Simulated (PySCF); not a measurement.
# C6H8O3: the cost of one run

Programs: PySCF 2.14.0, with routines of our own; each step states its level. All values are computed. Atoms count from 0.

### Step 1. The system as given

17 atoms, charge 0, multiplicity 1; geometry from: GFN2-xTB.

### Step 2. Magnetic properties: GIAO B97-2/pcSseg-1

Job settings and geometry (Å):

```
{"job": {"kind": "mag", "xc": "B97-2", "basis": "pcSseg-1", "isotopologues": 0}, "charge": 0, "multiplicity": 1}
C      1.047236    -1.027751     1.709218
C      0.835389    -0.327365     0.598002
C      0.121776     0.995411     0.581064
C     -1.370222     0.713620     0.383567
C     -1.882459     1.031362    -0.987887
O     -2.043903     0.255110     1.267885
C      1.224536    -0.854244    -0.732365
O      0.937084    -0.330834    -1.782842
O      1.937651    -1.985477    -0.678415
H      1.525241    -1.991057     1.681496
H      0.735904    -0.656173     2.670480
H      0.254964     1.491604     1.542240
H      0.499504     1.616483    -0.229055
H     -1.230032     0.573067    -1.728607
H     -1.849433     2.108851    -1.139597
H     -2.903579     0.680269    -1.109098
H      2.153344    -2.280846    -1.576975
```

With the program's defaults for keys left out, this is: GIAO B97-2/pcSseg-1 magnetisability, rotational g tensor and spin-rotation constants, non-relativistic, gas phase.

Command:

```console
> OMP_NUM_THREADS=1 python excited_run.py task.json out
```

One launch serves the whole session: the jobs run in the order shown.

**Question.** How long does this first job take on 1 thread of Arm Neoverse N1, shared host, and how much memory does it need?

About 63 s, with a peak of 0.94 GiB.
